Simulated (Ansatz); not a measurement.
**Mo: a slab and its surfaces, (111), 6 layers**

Aim: cut a slab of Mo (111), 6 layers from the relaxed bulk, relax it, and get surface energy and work function. The runs shown use LAPW. Companion runs by PAW are cited. Its runs: bulk in the slab's orientation (LAPW); the reference run (LAPW); atoms relaxed (LAPW); no relativity (LAPW).

Program: Ansatz 0.2.0. Level of theory: DFT PBE, with the methods named in each step. These are calculated values, not measurements.

## (1) The system as given

It takes space group Im-3m (No. 229, cubic). The conventional cell has a = 3.161 Å, b = 3.161 Å, c = 3.161 Å, α = 90.00°, β = 90.00°, γ = 90.00°. Mo (site symmetry m-3m) has 8 Mo at 2.74 Å as nearest neighbours.

Coordinates:

```cif
data_structure
_symmetry_space_group_name_H-M 'P 1'
_symmetry_Int_Tables_number 1
_cell_length_a 4.4701
_cell_length_b 4.4701
_cell_length_c 2.7374
_cell_angle_alpha 90.000
_cell_angle_beta 90.000
_cell_angle_gamma 120.000
_cell_volume 47.37
loop_
_atom_site_label
_atom_site_type_symbol
_atom_site_fract_x
_atom_site_fract_y
_atom_site_fract_z
_atom_site_occupancy
Mo1 Mo 0.00000 0.00000 0.00000 1
Mo2 Mo 0.33333 0.66667 0.33333 1
Mo3 Mo 0.66667 0.33333 0.66667 1
```

Atoms are numbered in the order of the input: Mo1, Mo2, Mo3.

## (2) Bulk in the slab's orientation, LAPW

File input.yaml:

```yaml
crystal:
  lattice:
    - [0.0, 3.1608399299, -3.1608399299]
    - [-3.1608399299, 0.0, 3.1608399299]
    - [1.5804199649, 1.5804199649, 1.5804199649]
  atoms:
    - { symbol: Mo, position: [0.0, 0.0, 0.0] }
    - { symbol: Mo, position: [0.333333333, 0.666666667, 0.333333333] }
    - { symbol: Mo, position: [0.666666667, 0.333333333, 0.666666667] }
kpoints:
  mp_grid: { grid: [10, 10, 13] }
scf:
  occupations: { method: fermi_dirac, width: 0.1 }
hamiltonian:
  xc: pbe
  pseudopotentials: { kind: all_electron, lapw: { basis_error: 0.001 } }
output:
  forces: true
  stress: true
  eigenvalues: true
```

Launch:

```sh
ansatz run input.yaml --threads 2 --pin off --max-ram 4096MiB --backend cpu --events-out ev --progress --plain --runs-dir out
```

Further steps of the session: Slab as cut, LAPW; Atoms relaxed, LAPW; No relativity, LAPW.

**Question.** What will these runs give? Wanted: surface energy; work function; outer layer spacing; core-level shifts among the layers (for each run or level that gives them).

As calculated:

| quantity | value |
| --- | --- |
| surface energy (LAPW, relaxed) | 3.06 J/m² |
| work function (LAPW, relaxed) | 3.98 eV |
| outer layer spacing (LAPW) | 0.91 → 0.73 Å |
| surface energy (PAW, relaxed) | 3.06 J/m² |
| work function (PAW, relaxed) | 3.98 eV |
| outer layer spacing (PAW) | 0.91 → 0.73 Å |
| core-level shifts among the layers (PAW holes) | Mo1 +0.00, Mo2 +0.16, Mo3 +0.38 eV |

In words: By LAPW the surface costs 3.37 J/m² as cut and 3.06 J/m² relaxed. The outermost spacing changes by -19.6 % (LAPW). No relativity moves the work function by -0.05 eV (LAPW). The outermost spacing changes by -19.6 % (PAW). Thickness wasn't converged, and no reconstruction was sought.
